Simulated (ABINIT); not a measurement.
# BiTe (Fm-3m) in ABINIT: a series of runs

One crystal, BiTe, is run at these levels: PBE, PBEsol; tasks: optical spectrum.

All numbers are computed with ABINIT 10.8.3 (patched build); they aren't measurements. Logs are shortened: lines on timing, memory, paths and dates and some standing lists are left out, and cuts for length are marked. The log counts tension as positive stress, the text compression.

### Step 1. The structure

Symmetry: Fm-3m, No. 225, cubic system. Conventional cell: a = 6.470 Å, b = 6.470 Å, c = 6.470 Å, α = 90.00°, β = 90.00°, γ = 90.00°. Around Bi (site symmetry m-3m) lie 6 Te at 3.23 Å. Te (site symmetry m-3m) has 6 Bi at 3.23 Å as nearest neighbours.

### Step 2. Optical spectrum, PBE

Input file run.abi:

```
# Datasets
ndtset 3

# Pseudopotentials
pp_dirpath "./"
pseudos "Bi.upf, Te.upf"

# Structure
acell 4.5749808743 4.5749808743 4.5749808743 Angstrom
rprim
     0.0000000000     0.7071067812     0.7071067812
     0.7071067812     0.0000000000     0.7071067812
     0.7071067812     0.7071067812     0.0000000000
ntypat 2
znucl 83 52
natom 2
typat 1 2
xred
            0.0            0.0            0.0
            1/2            1/2            1/2

# Plane-wave basis
ecut 35.0

# k points
ngkpt 6 6 6
nshiftk 4
shiftk
     0.5000000000     0.5000000000     0.5000000000
     0.5000000000     0.0000000000     0.0000000000
     0.0000000000     0.5000000000     0.0000000000
     0.0000000000     0.0000000000     0.5000000000
istwfk *1

# Exchange and correlation
ixc 11

# Bands and occupations
occopt 3
tsmear 0.05 eV

# SCF cycle
nstep 80

# Output
iomode 3
prteig 0
prtebands 0

# Dataset 1: ground state
nband1 20
tolvrs1 1.0e-12
prtden1 1
prtwf1 0
kptopt1 1

# Dataset 2: empty bands at fixed density
iscf2 -3
getden2 1
nband2 26
nbdbuf2 4
tolwfr2 1.0e-12
nstep2 120
prtden2 0
kptopt2 1

# Dataset 3: wave functions and velocity matrix elements in the full zone
optdriver3 8
wfk_task3 "wfk_optics_fullbz"
getwfk3 2
nband3 22
kptopt3 1
prtevk3 1
inclvkb3 2
```

Input file optic.abi:

```
&FILES
 ddkfile_1 = 'runo_DS3_1_EVK.nc',
 ddkfile_2 = 'runo_DS3_2_EVK.nc',
 ddkfile_3 = 'runo_DS3_3_EVK.nc',
 wfkfile = 'runo_DS3_WFK.nc'
/
&PARAMETERS
 broadening = 0.007350,
 domega = 0.002,
 maxomega = 0.8,
 scissor = 0.000000,
 tolerance = 0.002
/
&COMPUTATIONS
 num_lin_comp = 1,
 lin_comp = 11,
 num_nonlin_comp = 0
/
```

Potentials or basis: PseudoDojo NC SR PBE v0.4.1 standard.

On the command line:

```sh
abinit run.abi > log 2>&1
optic optic.abi > optic.log 2>&1
```

run.abo:

```text
.Version 10.8.3 of ABINIT
 DATASET    1 : space group Fm -3 m (#225); Bravais cF (face-center cubic)
================================================================================
 Values of the parameters that define the memory need for DATASET  1.
     intxc =       0    ionmov =       0      iscf =       7    lmnmax =       6
     lnmax =       6     mgfft =      48  mpssoang =       3    mqgrid =    3001
     natom =       2  nloc_mem =       1    nspden =       1   nspinor =       1
    nsppol =       1      nsym =      48    n1xccc =    2501    ntypat =       2
    occopt =       3   xclevel =       2
       mpw =        4551          nfft =      110592          nkpt =          28
================================================================================
================================================================================
[... 13 lines left out ...]
 DATASET    3 : space group Fm -3 m (#225); Bravais cF (face-center cubic)
================================================================================
 Values of the parameters that define the memory need for DATASET  3.
     intxc =       0    ionmov =       0      iscf =       7    lmnmax =       6
     lnmax =       6     mgfft =      48  mpssoang =       3    mqgrid =    3001
     natom =       2  nloc_mem =       1    nspden =       1   nspinor =       1
    nsppol =       1      nsym =      48    n1xccc =    2501    ntypat =       2
    occopt =       3   xclevel =       2
       mpw =        4551          nfft =      110592          nkpt =          28
================================================================================
================================================================================

--------------------------------------------------------------------------------
------------- Echo of variables that govern the present computation ------------
--------------------------------------------------------------------------------
 -outvars: echo values of preprocessed input variables --------
            acell      8.6454608837E+00  8.6454608837E+00  8.6454608837E+00 Bohr
              amu      2.08980370E+02  1.27600000E+02
             ecut      3.50000000E+01 Hartree
           getden1          0
           getden2          1
           getden3          0
           getwfk1          0
           getwfk2          0
           getwfk3          2
             iscf1          7
             iscf2         -3
             iscf3          7
              ixc          11
           jdtset        1    2    3
         kptrlatt        6   -6    6     -6    6    6     -6   -6    6
          kptrlen      7.33591682E+01
            natom           2
            nband1         20
            nband2         26
            nband3         22
           nbdbuf1          0
           nbdbuf2          4
           nbdbuf3          0
           ndtset           3
            ngfft          48      48      48
             nkpt          28
            nstep1         80
            nstep2        120
            nstep3         80
             nsym          48
           ntypat           2
           occopt           3
        optdriver1          0
        optdriver2          0
        optdriver3          8
           prtden1          1
           prtden2          0
           prtden3          1
        prtebands           0
           prteig           0
           prtevk1          0
           prtevk2          0
           prtevk3          1
            prtwf1          0
            prtwf2          1
            prtwf3          1
            rprim      0.0000000000E+00  7.0710678120E-01  7.0710678120E-01
                       7.0710678120E-01  0.0000000000E+00  7.0710678120E-01
                       7.0710678120E-01  7.0710678120E-01  0.0000000000E+00
           shiftk      5.00000000E-01  5.00000000E-01  5.00000000E-01
          spgroup         225
           tolvrs1     1.00000000E-12
           tolvrs2     0.00000000E+00
           tolvrs3     0.00000000E+00
           tolwfr1     0.00000000E+00
           tolwfr2     1.00000000E-12
           tolwfr3     0.00000000E+00
           tsmear      1.83746611E-03 Hartree
            typat      1  2
         wfk_task1          0
         wfk_task2          0
         wfk_task3          7
           xangst      0.0000000000E+00  0.0000000000E+00  0.0000000000E+00
                       3.2350000001E+00  3.2350000001E+00  3.2350000001E+00
            xcart      0.0000000000E+00  0.0000000000E+00  0.0000000000E+00
                       6.1132640175E+00  6.1132640175E+00  6.1132640175E+00
             xred      0.0000000000E+00  0.0000000000E+00  0.0000000000E+00
                       5.0000000000E-01  5.0000000000E-01  5.0000000000E-01
            znucl       83.00000   52.00000

[... 212 lines left out ...]
  4.72E-13  4.92E-13  5.60E-13  3.84E-13  1.75E-13  2.69E-13  1.76E-13  1.20E-13
  9.36E-13  6.37E-13  1.32E-13  9.34E-13  1.61E-13  2.11E-13  8.93E-13  7.56E-13
  2.12E-12  2.62E-05
 -1.1762E+00 -1.1761E+00 -1.1761E+00 -1.1761E+00 -1.1761E+00 -6.5654E-01
 -6.5645E-01 -6.5640E-01 -6.5634E-01 -6.5633E-01 -2.9455E-01 -1.2352E-01
  9.2950E-02  9.3752E-02  1.2755E-01  2.0842E-01  2.6761E-01  2.6890E-01
  3.4526E-01  3.9187E-01  3.9524E-01  4.4687E-01  4.6053E-01  4.9349E-01
  5.2194E-01  7.5602E-01
 prteigrs : prtvol=0 or 1, do not print more k-points.

--- !ResultsGS
iteration_state: {dtset: 2, }
comment   : Summary of ground state results
lattice_vectors:
- [  0.0000000,   6.1132640,   6.1132640, ]
- [  6.1132640,   0.0000000,   6.1132640, ]
- [  6.1132640,   6.1132640,   0.0000000, ]
lattice_lengths: [   8.64546,    8.64546,    8.64546, ]
lattice_angles: [ 60.000,  60.000,  60.000, ] # degrees, (23, 13, 12)
lattice_volume:   4.5692977E+02
convergence: {deltae:  0.000E+00, res2:  0.000E+00, residm:  9.975E-13, diffor:  0.000E+00, }
etotal    :  -1.86915230E+02
entropy   :   0.00000000E+00
fermie    :   1.95179209E-01
cartesian_stress_tensor: null
pressure_GPa: null
xred      :
- [  0.0000E+00,   0.0000E+00,   0.0000E+00, Bi]
- [  5.0000E-01,   5.0000E-01,   5.0000E-01, Te]
cartesian_forces: null
force_length_stats: {min: null, max: null, mean: null, }
...

 Integrated electronic density in atomic spheres:
 ------------------------------------------------
 Atom  Sphere_radius  Integrated_density
    1        2.00000         10.72139353
    2        2.00000         11.93027797
================================================================================

 ----iterations are completed or convergence reached----

 Mean square residual over all n,k,spin=   41.546E-14; max=  99.750E-14
 reduced coordinates (array xred) for    2 atoms
       0.000000000000      0.000000000000      0.000000000000
       0.500000000000      0.500000000000      0.500000000000

 cartesian coordinates (angstrom) at end:
    1      0.00000000000000     0.00000000000000     0.00000000000000
    2      3.23500000007783     3.23500000007784     3.23500000007784
 length scales=  8.645460883693  8.645460883693  8.645460883693 bohr
              =  4.574980874300  4.574980874300  4.574980874300 angstroms
 Eigenvalues (hartree) for nkpt=  28  k points:
 kpt#   1, nband= 26, wtk=  0.02778, kpt= -0.0833 -0.1667  0.0000 (reduced coord)
  -1.17615   -1.17615   -1.17615   -1.17613   -1.17613   -0.65654   -0.65645   -0.65640
  -0.65634   -0.65633   -0.29455   -0.12352    0.09295    0.09375    0.12755    0.20842
   0.26761    0.26890    0.34526    0.39187    0.39524    0.44687    0.46053    0.49349
   0.52194    0.75602
      occupation numbers for kpt#   1
   2.00000    2.00000    2.00000    2.00000    2.00000    2.00000    2.00000    2.00000
   2.00000    2.00000    2.00000    2.00000    2.00000    2.00000    2.00000    0.00148
   0.00000    0.00000    0.00000    0.00000    0.00000    0.00000    0.00000    0.00000
   0.00000    0.00000
 prteigrs : prtvol=0 or 1, do not print more k-points.

--- !EnergyTerms
iteration_state     : {dtset: 2, }
comment             : Components of total free energy in Hartree
kinetic             :  9.61095611013687E+01
hartree             :  4.34786534506331E+01
xc                  : -4.62785559792194E+01
Ewald energy        : -1.11576664879169E+02
psp_core            :  5.41234304841081E+00
local_psp           : -1.29261990977896E+02
non_local_psp       : -4.47982138658377E+01
internal            : -1.86914868101709E+02
'-kT*entropy'       : -3.61842458355409E-04
total_energy        : -1.86915229944168E+02
...

--- !EnergyTermsDC
iteration_state     : {dtset: 2, }
comment             : '"Double-counting" decomposition of free energy'
band_energy         : -1.85491540503171E+01
Ewald energy        : -1.11576664879169E+02
psp_core            :  5.41234304841081E+00
xc_dc               : -6.22013920627450E+01
internal            : -1.86914867943820E+02
'-kT*entropy'       : -3.61842458355409E-04
total_energy_dc     : -1.86915229786278E+02
...

================================================================================
== DATASET  3 ==================================================================

--- !DatasetInfo
iteration_state: {dtset: 3, }
dimensions: {natom: 2, nkpt: 28, mband: 22, nsppol: 1, nspinor: 1, nspden: 1, mpw: 4551, }
cutoff_energies: {ecut:  35.0, pawecutdg:  -1.0, }
electrons: {nelect:   3.10000000E+01, charge:   0.00000000E+00, occopt:   3.00000000E+00, tsmear:   1.83746611E-03, }
meta: {optdriver: 8, wfk_task: 7, }
...

 mkfilename : getwfk/=0, take file _WFK from output of DATASET   2.

 Exchange-correlation functional for the present dataset will be:
  GGA: Perdew-Burke-Ernzerhof functional - ixc=11
  J.P.Perdew, K.Burke, M.Ernzerhof, PRL 77, 3865 (1996)

--------------------------------------------------------------------------------

 Computation of velocity matrix elements (DDK)

 Parameters extracted from the Abinit header:
    ecut:     35.0
    nkpt:    864
    mband:   26
    nsppol:  1
    nspinor: 1
    useylm:  0
    inclvkb: 2
    bmin: 1, bmax: 26
    Computing diagonal and off-diagonal matrix elements
    Between band index bmin: 1, bmax: 26

== END DATASET(S) ==============================================================
================================================================================

 -outvars: echo values of variables after computation  --------
            acell      8.6454608837E+00  8.6454608837E+00  8.6454608837E+00 Bohr
           etotal1    -1.8691522979E+02
           etotal2    -1.8691522979E+02
           etotal3     0.0000000000E+00
            fcart1    -0.0000000000E+00 -0.0000000000E+00 -0.0000000000E+00
                      -0.0000000000E+00 -0.0000000000E+00 -0.0000000000E+00
            fcart3     0.0000000000E+00  0.0000000000E+00  0.0000000000E+00
                       0.0000000000E+00  0.0000000000E+00  0.0000000000E+00
            rprim      0.0000000000E+00  7.0710678120E-01  7.0710678120E-01
                       7.0710678120E-01  0.0000000000E+00  7.0710678120E-01
                       7.0710678120E-01  7.0710678120E-01  0.0000000000E+00
           strten1    -2.3318605596E-05 -2.3318605596E-05 -2.3318605596E-05
                       0.0000000000E+00  0.0000000000E+00  0.0000000000E+00
           strten3     0.0000000000E+00  0.0000000000E+00  0.0000000000E+00
                       0.0000000000E+00  0.0000000000E+00  0.0000000000E+00
           xangst      0.0000000000E+00  0.0000000000E+00  0.0000000000E+00
                       3.2350000001E+00  3.2350000001E+00  3.2350000001E+00
             xred      0.0000000000E+00  0.0000000000E+00  0.0000000000E+00
                       5.0000000000E-01  5.0000000000E-01  5.0000000000E-01
 Calculation completed.
```

Run time: 2.9 min. Hardware: 1 thread of Intel Xeon 6975P-C (Granite Rapids), shared host; peak memory 1.7 GiB.

Results:

* Free energy: -5086.2225 eV
* Pressure: 0.7 GPa

Dielectric function (mean over the directions given):
| energy (eV) | real part | imaginary part |
| --- | --- | --- |
| 0.33 | -42.28 | 134.34 |
| 0.98 | -5.24 | 13.76 |
| 1.63 | -1.49 | 12.95 |
| 2.29 | -4.40 | 9.02 |
| 2.94 | -3.09 | 4.00 |
| 3.70 | -0.86 | 1.93 |
| 4.35 | 0.66 | 1.46 |
| 5.01 | 1.93 | 1.60 |
| 5.66 | 3.05 | 2.03 |
| 6.31 | 4.01 | 5.87 |
| 7.08 | 0.51 | 4.68 |
| 7.73 | -2.05 | 2.57 |
| 8.38 | -1.11 | 1.91 |
| 9.03 | -0.83 | 1.85 |
| 9.69 | -1.00 | 1.43 |
| 10.45 | 0.06 | 0.87 |
| 11.10 | -0.04 | 1.46 |
| 11.76 | -0.54 | 0.65 |
| 12.41 | 0.11 | 0.50 |
| 13.06 | 0.35 | 0.90 |
| 13.82 | -0.32 | 0.54 |
| 14.48 | 0.12 | 0.36 |
| 15.13 | 0.12 | 0.62 |
| 15.78 | -0.03 | 0.27 |
| 16.44 | 0.19 | 0.09 |
| 17.20 | 0.36 | 0.08 |
| 17.85 | 0.42 | 0.06 |
| 18.50 | 0.51 | 0.03 |
| 19.16 | 0.58 | 0.03 |
| 19.92 | 0.66 | 0.03 |

Caveat: the intraband (Drude) term is left out; spectra need much finer meshes, so this one isn't converged; independent-particle spectra lack excitons; spin-orbit coupling is left out, which moves the levels of the heavy elements.

[end of part 1 of 2]
